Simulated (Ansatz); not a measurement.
From input file to script: Si2W, space group P6_222 in Ansatz 0.2.0.

```yaml
crystal:
  lattice:
    - [4.61685238, 0.0, 0.0]
    - [-2.30842619, 3.99831145, 0.0]
    - [0.0, 0.0, 6.653222]
  atoms:
    - { symbol: Si, position: [0.836374, 0.672748, 0.5] }
    - { symbol: Si, position: [0.163626, 0.836374, 0.8333333333333] }
    - { symbol: Si, position: [0.672748, 0.836374, 0.1666666666667] }
    - { symbol: Si, position: [0.163626, 0.327252, 0.5] }
    - { symbol: Si, position: [0.836374, 0.163626, 0.8333333333333] }
    - { symbol: Si, position: [0.327252, 0.163626, 0.1666666666667] }
    - { symbol: W, position: [0.0, 0.5, 0.1666666666667] }
    - { symbol: W, position: [0.5, 0.5, 0.8333333333333] }
    - { symbol: W, position: [0.5, 0.0, 0.5] }
kpoints:
  mp_grid: { kspacing: 0.29 }
  band_path:
    path:
      - [0.0, 0.0, 0.0]
      - [0.5, 0.0, 0.0]
      - [0.33333, 0.33333, 0.0]
      - [0.0, 0.0, 0.0]
      - [0.0, 0.0, 0.5]
    npoints: 4
hamiltonian:
  xc: pbesol
  pseudopotentials: { kind: paw }
scf:
  n_extra_bands: 8
  occupations: { method: gaussian, width: 0.1 }
```

The program run on that file:
```console
$ ansatz run input.yaml --threads 1 --pin off --max-ram 3072MiB --backend cpu --events-out ev --progress --plain --runs-dir out
scf.n_extra_bands = 8 over 33 filled bands (N_el = 66.0): the run solves 41 bands
Engine: ansatz 0.2.0, aarch64-unknown-linux-gnu
Pseudopotentials: kind: paw
Pseudopotential: Si, paw, valence charge 4, recommended cutoff 420 eV (normal), Si.paw.azcp
Pseudopotential: W, paw, valence charge 14, recommended cutoff 420 eV (normal), W.paw.azcp
Functional definition: PBEsol
  exchange = pbesol_x
  correlation = pbesol_c
Crystal: 9 atoms, lattice volume = 122.816 Å³
Basis set: ecut = 420 eV, 2405 PW (Γ)
Bands: 41, of which v1, the nominal top of the filled ones, is band 33 counted from 1 (32 counted from 0)
Symmetry: 12 space group operations
Space group: P6222 (ITA 180), of the structure as read, at distance tolerance 5.0e-5 Å
k-points: 21 of 144 (time reversal used)
Non-local potential: Si, projectors of the file, l = 0: 2, l = 1: 2, l = 2: 2
Non-local potential: W, projectors of the file, l = 0: 3, l = 1: 2, l = 2: 2, l = 3: 1
PAW form: soft (Blöchl's): semilocal exchange-correlation on the pseudo side does not see the compensation charge
PAW frozen core: Si, regenerated for the run's functional, and the local potential with it (the file was generated under x = pbe(κ = 0.804, μ = 0.2195149727645171), c = pbe(β = 0.06672455060314922))
PAW frozen core: W, regenerated for the run's functional, and the local potential with it (the file was generated under x = pbe(κ = 0.804, μ = 0.2195149727645171), c = pbe(β = 0.06672455060314922))
PAW one-centre angular grid: Si, 110 points (default); XC on 64 Gauss nodes
PAW one-centre angular grid: W, 590 points (default); XC on 64 Gauss nodes
Initial density: superposition of atomic densities (neutral atoms: chi_scale 0, normalization atom), corrected by the library's trained network
Initial wavefunctions: pseudopotential atomic-orbital guess
Functional: x = pbesol(κ = 0.804, μ = 0.12345679012345678), c = pbesol(β = 0.046)
SCF iter   1: F=—  HF=-34502.057685 eV  |F-HF|=—  |Δ(HF+E_count)|=         —  Δρ=9.00e-3  dr2=1.45e-1  ethr=1.77e-3  ⟨swp⟩=7.0  Hψ=3890  notcnv=0
preconditioner: auto → Kerker (q_TF=auto, 2.460 Å⁻¹)  [metal: Δε(μ)=0.041 eV  Ē_g=7.286 eV  σ=0.100 eV  W_gap=0.23  n_scr=34 (ndim 8)  ℏωp=21.7 eV  f_vac=0.000  D(μ)=0.45/eV (n_scr^D=0)]
SCF iter   2: F=—  HF=-34502.030711 eV  |F-HF|=—  |Δ(HF+E_count)|=   2.70e-2  Δρ=3.79e-3  dr2=1.40e-2  ethr=2.20e-4  ⟨swp⟩=2.1  Hψ=1151  notcnv=0  defer=1
SCF iter   3: F=—  HF=-34502.028385 eV  |F-HF|=—  |Δ(HF+E_count)|=   2.33e-3  Δρ=1.27e-3  dr2=1.18e-3  ethr=2.11e-5  ⟨swp⟩=2.0  Hψ=1071  notcnv=0  defer=1
SCF iter   4: F=—  HF=-34502.028172 eV  |F-HF|=—  |Δ(HF+E_count)|=   2.13e-4  Δρ=1.13e-4  dr2=1.07e-5  ethr=1.79e-6  ⟨swp⟩=2.6  Hψ=1408  notcnv=0  defer=1
SCF iter   5: F=—  HF=-34502.028184 eV  |F-HF|=—  |Δ(HF+E_count)|=   1.26e-5  Δρ=1.62e-5  dr2=3.75e-7  ethr=1.62e-8  ⟨swp⟩=2.6  Hψ=1398  notcnv=0  defer=1
SCF iter   6: F=-34502.028184 eV  HF=-34502.028184 eV  |F-HF|=4.65e-9  |Δ(HF+E_count)|=   9.28e-8  Δρ=2.79e-6  dr2=9.80e-9  ethr=1.52e-10  ⟨swp⟩=8.7  Hψ=2738  notcnv=0
SCF 1 converged in 6 iterations: F = -34502.028184 eV  dr2 = 9.80e-9
  greatest PAW one-centre occupation: 1.000 electrons in one spin orbital (limit 2), on the W atom at site 8 (counted from 0), in its partial waves of l = 0
NSCF: frozen V_eff on 17 k-points
SCF converged after 6 iterations
Free energy (F): -34502.028184 eV
Harris-Foulkes:  -34502.028184 eV  (|F-HF|=4.65e-9)
Internal energy: -34502.025820 eV  (E = F + TS)
E sigma→0 (E₀):  -34502.027002 eV
Entropy (-TS):   -0.002365 eV (-0.263 meV/atom)
Fermi energy:    16.998715 eV
--- Per-component energies (eV) ---
  E_band       = -256.899633
  E_kinetic    = 1622.397435
  E_local      = -2868.612035  (includes V_loc(G=0)·N_el)
  E_nonlocal   = 159.958990
  E_hartree    = 1121.167964
  E_xc         = -1136.988065
  E_vxc        = -1014.483464  (∫ρ·V_xc dr)
  E_paw        = -28302.762280  (= ΣΔE_a)
  E_vpaw       = -398.496391  (= ΣTr[D̂ρ^β])
  E_aug_tail   = -0.000157  (compensation charges beyond the density's cutoff)
  E_ewald      = -5098.042412
  E_core_change = 0.854740  (= ΣΔE_core)
  E_smearing   = -0.002365  (= −TS)
  E_closure    = -0.000000  (closes the sum)
  Σ components = -34502.028184   (vs F -34502.028184, Δ=0.00e0)
--- Band table (eV; the first three rows and the last of 21) ---
  k-point 0: bands = ["-57.2585", "-57.2466", "-57.2466", "-21.6556", "-21.6520", "-21.6520", "-21.6308", "-21.6308", "-21.5592", "-21.5253", "-21.5253", "-21.5104", "2.4103", "5.6304", "5.6304", "9.3933", "9.9349", "9.9349", "10.6290", "10.6290", "11.4291", "11.7876", "11.7876", "12.0630", "12.9697", "12.9697", "13.4758", "13.4758", "13.6133", "13.6133", "13.9686", "14.4098", "16.0423", "19.1727", "19.1727", "19.2417", "19.2899", "19.5640", "19.6560", "19.6560", "19.8417"]
  k-point 1: bands = ["-57.2575", "-57.2506", "-57.2437", "-21.6840", "-21.6484", "-21.6383", "-21.6251", "-21.6067", "-21.5614", "-21.5510", "-21.5238", "-21.5029", "2.6463", "4.3750", "6.8585", "9.5820", "9.8955", "10.2085", "10.2695", "10.8271", "11.0941", "11.2749", "11.4462", "11.5215", "13.1947", "13.2712", "13.2902", "13.6264", "13.8409", "14.1373", "14.3822", "14.4726", "16.5857", "18.2219", "18.9948", "19.4635", "19.5056", "19.5100", "19.5118", "19.5883", "19.7627"]
  k-point 2: bands = ["-57.2545", "-57.2545", "-57.2427", "-21.6955", "-21.6413", "-21.6325", "-21.6325", "-21.5632", "-21.5632", "-21.5596", "-21.5596", "-21.4944", "3.3285", "3.3285", "7.5665", "9.4883", "10.0247", "10.0247", "10.1390", "10.7853", "10.7853", "11.4041", "11.4041", "11.4335", "12.9294", "13.1955", "13.1955", "13.2098", "14.2635", "14.2635", "14.3926", "16.2508", "16.2508", "18.7185", "18.9854", "18.9854", "19.2120", "19.3942", "19.3942", "19.6321", "19.6856"]
  k-point 20: bands = ["-57.2544", "-57.2486", "-57.2486", "-21.6876", "-21.6752", "-21.6752", "-21.6047", "-21.6047", "-21.5803", "-21.5226", "-21.5226", "-21.4928", "5.6872", "5.6872", "5.9667", "6.7903", "6.7903", "7.7645", "10.6592", "10.8269", "10.8269", "11.4273", "12.7448", "12.7448", "13.3676", "13.3676", "13.4791", "13.5363", "15.0362", "15.0362", "15.4088", "15.4088", "16.3531", "17.5127", "17.5127", "17.7620", "18.6609", "18.6609", "19.1877", "19.1877", "19.2462"]
```

Script `bands.py`:
```python
"""Band structure of Si2W."""

import sys
import warnings

import ansatz as az
import numpy as np

XC = "pbesol"
KSPACING = 0.29
OCCUPATIONS = "gaussian"
SIGMA = 0.1
N_EMPTY = 8

warnings.simplefilter("ignore", az.DeckWarning)

vectors = np.array([
    [4.61685238, 0.0, 0.0],
    [-2.30842619, 3.99831145, 0.0],
    [0.0, 0.0, 6.653222],
])
si2w = (
    az.Lattice.of(vectors)
    .atom("Si", [0.836374, 0.672748, 0.5])
    .atom("Si", [0.163626, 0.836374, 5 / 6])
    .atom("Si", [0.672748, 0.836374, 1 / 6])
    .atom("Si", [0.163626, 0.327252, 0.5])
    .atom("Si", [0.836374, 0.163626, 5 / 6])
    .atom("Si", [0.327252, 0.163626, 1 / 6])
    .atom("W", [0.0, 0.5, 1 / 6])
    .atom("W", [0.5, 0.5, 5 / 6])
    .atom("W", [0.5, 0.0, 0.5])
)

# vertices of the path, as fractions of the reciprocal vectors
path = [
    ("G", (0.0, 0.0, 0.0)),
    ("M", (0.5, 0.0, 0.0)),
    ("K", (0.33333, 0.33333, 0.0)),
    ("G", (0.0, 0.0, 0.0)),
    ("A", (0.0, 0.0, 0.5)),
]
calc = si2w.calculation()
calc = calc.functional(XC)
calc = calc.pseudopotentials("paw")
calc = calc.kpoints(spacing=KSPACING)
calc = calc.occupations(OCCUPATIONS, width=SIGMA)
calc = calc.band_structure([point for _, point in path], intervals=4)
calc = calc.scf(extra_bands=N_EMPTY)
try:
    outcome = calc.run()
except az.NonConvergedError as error:
    sys.exit(f"no convergence: {error}")
except az.RefusalError as error:
    sys.exit(f"input refused: {error}")
r = outcome.report

for key in ("converged", "n_iterations", "n_electrons", "n_kpoints", "n_pw", "n_symmetry_ops", "free_energy_ev", "fermi_energy_ev"):
    print(f"{key:18s} {r[key]}")

bands = outcome.band_structure()
fermi = bands.fermi_energy_ev
print(f"zero of the bands: {fermi:.3f} eV, the Fermi level found on the SCF mesh")
for spin, channel in enumerate(bands.channels):
    levels = channel.eigenvalues_ev - fermi
    crossing = [b for b in range(levels.shape[1]) if levels[:, b].min() < 0 < levels[:, b].max()]
    print(f"channel {spin}: bands that cross the Fermi level on this path:", [b + 1 for b in crossing] or "none")
    shown = crossing or sorted(np.argsort(np.abs(levels).min(axis=0))[:2])
    for k, row in zip(bands.kpoints_frac, levels[:, shown]):
        print(f"{k[0]:7.3f} {k[1]:7.3f} {k[2]:7.3f}  ", " ".join(f"{e:8.3f}" for e in row))
```

```console
$ python bands.py
converged          True
n_iterations       6
n_electrons        66.0
n_kpoints          21
n_pw               2405
n_symmetry_ops     12
free_energy_ev     -34502.028184284936
fermi_energy_ev    16.99871527861744
zero of the bands: 16.999 eV, the Fermi level found on the SCF mesh
channel 0: bands that cross the Fermi level on this path: none
  0.000   0.000   0.000     -0.956    2.174
  0.125   0.000   0.000     -0.919    1.408
  0.250   0.000   0.000     -1.247    0.733
  0.375  -0.000   0.000     -1.393    0.309
  0.500   0.000   0.000     -0.666    0.004
  0.458   0.083   0.000     -0.722    0.143
  0.417   0.167   0.000     -0.799    0.428
  0.375   0.250   0.000     -0.834    0.756
  0.333   0.333   0.000     -0.838    0.786
  0.250   0.250   0.000     -1.082    0.281
  0.167   0.167   0.000     -1.341    0.306
  0.083   0.083   0.000     -0.938    1.221
  0.000   0.000   0.000     -0.956    2.174
  0.000   0.000   0.125     -0.777    1.544
  0.000   0.000   0.250     -0.413    1.223
  0.000   0.000   0.375     -0.289    1.406
  0.000   0.000   0.500     -0.748    1.720
```

Total energies depend on the potentials; only differences at equal settings carry meaning. A total without «per atom» is that of the whole cell that was run. The computed bands are complete only to about 2.2 eV above the Fermi level. An absolute Fermi energy rests on an arbitrary zero of the periodic potential and has no direct meaning. Spin-orbit coupling, which matters for elements this heavy, is left out. The structure comes from a database of computed cells and needn't be a stable or known phase. Gaps and levels are Kohn-Sham values on a finite set of k-points, without spin-orbit coupling. Timing: 16 s on 1 thread of Arm Neoverse V1 (shared host), peak memory 0.41 GiB.

(Lines on the test bed's own set-up are left out of the output.)
